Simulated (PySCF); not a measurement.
# H2O3Si2: relaxation and vibrations and intensities, part 2 of 2

The task, for H2O3Si2: 2 runs in a chain (relaxation and vibrations and intensities).

PySCF 2.14.0; relaxation, pbe0, def2-tzvp, and further levels as typed in the inputs. The steps go on from the part before.

**3. Vibrations and intensities: vibrations and intensities, pbe0, def2-tzvp**

It takes the final geometry of step 2.

File run.py:

```python
from pyscf import gto, dft
from pyscf.hessian import thermo
import numpy as np
mol = gto.M(atom="mol.xyz", basis="def2-tzvp", charge=1, spin=1, verbose=4)
mf = dft.UKS(mol, xc="pbe0").density_fit().run(conv_tol=1e-9)
mol.verbose = 0; x = mol.atom_coords(); n = x.size; h = np.zeros((n, n + 3))
def point(d):
    m = mol.set_geom_(x + d.reshape(-1, 3), unit="Bohr", inplace=False); s = dft.UKS(m, xc="pbe0").density_fit()
    s.grids.level = 4
    s.run(mf.make_rdm1(), conv_tol=1e-10); g = s.nuc_grad_method(); g.grid_response = True
    return np.append(g.kernel(), s.dip_moment(unit="AU", verbose=0))
for k in range(n): d = np.zeros(n); d[k] = 0.01; h[k] = (point(d) - point(-d)) / 0.02
H = (h[:, :n] + h[:, :n].T) / 2
f = thermo.harmonic_analysis(mol, H.reshape(mol.natm, 3, mol.natm, 3).transpose(0, 2, 1, 3))
print("harmonic vibrations: frequency (1/cm), infrared intensity (km/mol)")
for w, q in zip(f["freq_wavenumber"], f["norm_mode"]): t = q.ravel() @ h[:, n:]; print(f"  {w.real - w.imag:9.2f} {974.88 * t @ t:9.2f}")
```

Run with:

```sh
$ python run.py
```

The program printed:

```text
[INPUT] num. atoms = 7
[INPUT] num. electrons = 53
[INPUT] charge = 1
[INPUT] spin (= nelec alpha-beta = 2S) = 1
[INPUT] symmetry False subgroup None
[INPUT] Mole.unit = angstrom
[INPUT] Symbol           X                Y                Z      unit          X                Y                Z       unit  Magmom
[INPUT]  1 Si    -0.006929050000   0.081740400000  -0.260043570000 AA   -0.013094006803   0.154466969312  -0.491411127754 Bohr   0.0
[INPUT]  2 O      1.721755960000   0.012302790000  -0.088661030000 AA    3.253647217738   0.023248903668  -0.167545064622 Bohr   0.0
[INPUT]  3 Si     3.241012010000  -0.188273490000   0.090626890000 AA    6.124625065326  -0.355785332616   0.171260001621 Bohr   0.0
[INPUT]  4 O     -0.444417950000   1.380273460000   0.590088910000 AA   -0.839828210341   2.608338816406   1.115106429043 Bohr   0.0
[INPUT]  5 O     -0.350837950000  -1.334772820000   0.428941630000 AA   -0.662987639604  -2.522355068313   0.810582204125 Bohr   0.0
[INPUT]  6 H     -0.878897370000   2.138244930000   0.191099770000 AA   -1.660875320901   4.040697304940   0.361126227767 Bohr   0.0
[INPUT]  7 H     -1.256468690000  -1.623968250000   0.572023430000 AA   -2.374381708191  -3.068855227489   1.080967619534 Bohr   0.0

nuclear repulsion = 270.262417335709
number of shells = 67
number of NR pGTOs = 280
number of NR cGTOs = 179
basis = def2-tzvp
ecp = {}

******** <class 'pyscf.df.df_jk.DFUKS'> ********
method = DFUKS
initial guess = minao
damping factor = 0
level_shift factor = 0
DIIS = <class 'pyscf.scf.diis.CDIIS'>
diis_start_cycle = 1
diis_space = 8
diis_damp = 0
SCF conv_tol = 1e-09
SCF conv_tol_grad = None
SCF max_cycles = 50
direct_scf = False
number electrons alpha = 27  beta = 26
XC library pyscf.dft.libxc version 7.0.0
    S. Lehtola, C. Steigemann, M. J.T. Oliveira, and M. A.L. Marques.,  SoftwareX 7, 1–5 (2018)
XC functionals = pbe0
    C. Adamo and V. Barone.,  J. Chem. Phys. 110, 6158 (1999)
    M. Ernzerhof and G. E. Scuseria.,  J. Chem. Phys. 110, 5029 (1999)
radial grids:
    Treutler-Ahlrichs [JCP 102, 346 (1995); DOI:10.1063/1.469408] (M4) radial grids

becke partition: Becke, JCP 88, 2547 (1988); DOI:10.1063/1.454033
pruning grids: <function nwchem_prune at 0xe4fd4b244180>
grids dens level: 3
symmetrized grids: False
atomic radii adjust function: <function treutler_atomic_radii_adjust at 0xe4fd4b244860>
small_rho_cutoff = 0
Set gradient conv threshold to 3.16228e-05
tot grids = 100224
******** <class 'pyscf.df.df.DF'> ********
auxbasis = def2-tzvp-jkfit
init E= -806.104750058917
[... the frontier-level lines of each cycle are left out ...]


cycle= 1 E= -805.070948965938  delta_E= 1.03  |g|= 0.853  |ddm|= 1.67
cycle= 2 E= -804.065519414604  delta_E= 1.01  |g|= 1.75  |ddm|= 1.39
cycle= 3 E= -805.319493156251  delta_E= -1.25  |g|= 0.209  |ddm|= 0.998
cycle= 4 E= -805.331575053227  delta_E= -0.0121  |g|= 0.148  |ddm|= 0.199
cycle= 5 E= -805.339186844762  delta_E= -0.00761  |g|= 0.0185  |ddm|= 0.075
cycle= 6 E= -805.339347220824  delta_E= -0.00016  |g|= 0.00528  |ddm|= 0.0243
cycle= 7 E= -805.339359283451  delta_E= -1.21e-05  |g|= 0.00207  |ddm|= 0.00466
cycle= 8 E= -805.339360829099  delta_E= -1.55e-06  |g|= 0.00123  |ddm|= 0.00194
cycle= 9 E= -805.339361531016  delta_E= -7.02e-07  |g|= 0.000241  |ddm|= 0.0011
cycle= 10 E= -805.339361614676  delta_E= -8.37e-08  |g|= 7.67e-05  |ddm|= 0.000461
cycle= 11 E= -805.339361633776  delta_E= -1.91e-08  |g|= 3.63e-05  |ddm|= 0.000249
cycle= 12 E= -805.339361638098  delta_E= -4.32e-09  |g|= 1.97e-05  |ddm|= 0.000122
cycle= 13 E= -805.339361639477  delta_E= -1.38e-09  |g|= 7.21e-06  |ddm|= 8.4e-05
cycle= 14 E= -805.339361639645  delta_E= -1.68e-10  |g|= 6.05e-06  |ddm|= 2.65e-05
Extra cycle  E= -805.339361639656  delta_E= -1.07e-11  |g|= 9.99e-06  |ddm|= 1.17e-05
converged SCF energy = -805.339361639656  <S^2> = 0.75214933  2S+1 = 2.0021482
harmonic vibrations: frequency (1/cm), infrared intensity (km/mol)
      59.55     10.89
      99.11     35.29
     135.23     79.41
     254.53    104.23
     317.01      6.15
     329.68     31.85
     376.02     20.28
     493.62     47.60
     744.27    271.92
     770.63    165.05
     901.39     81.17
    1027.21    112.48
    1199.60    368.56
    3889.30    258.74
    3902.57    261.43
```

Run time: 13 min. Hardware: 8 threads of Arm Neoverse N1, shared host.

Harmonic frequencies from the force constants, with isotope-averaged masses (PySCF's default) and rigid motions projected out (i: imaginary):

| mode | cm⁻¹ | IR (km/mol) |
| --- | --- | --- |
| 1 | 60 | 10.9 |
| 2 | 99 | 35.3 |
| 3 | 135 | 79.4 |
| 4 | 255 | 104.2 |
| 5 | 317 | 6.2 |
| 6 | 330 | 31.9 |
| 7 | 376 | 20.3 |
| 8 | 494 | 47.6 |
| 9 | 744 | 271.9 |
| 10 | 771 | 165.1 |
| 11 | 901 | 81.2 |
| 12 | 1027 | 112.5 |
| 13 | 1200 | 368.6 |
| 14 | 3889 | 258.7 |
| 15 | 3903 | 261.4 |

**4. The runs side by side**

What follows sums up all 2 parts.

| quantity | value |
| --- | --- |
| harmonic frequencies (step 3) | 60 to 3903 cm⁻¹ |
| zero-point energy (step 3) | 0.899 eV |

What this shows: In step 3 all modes are real: a minimum.
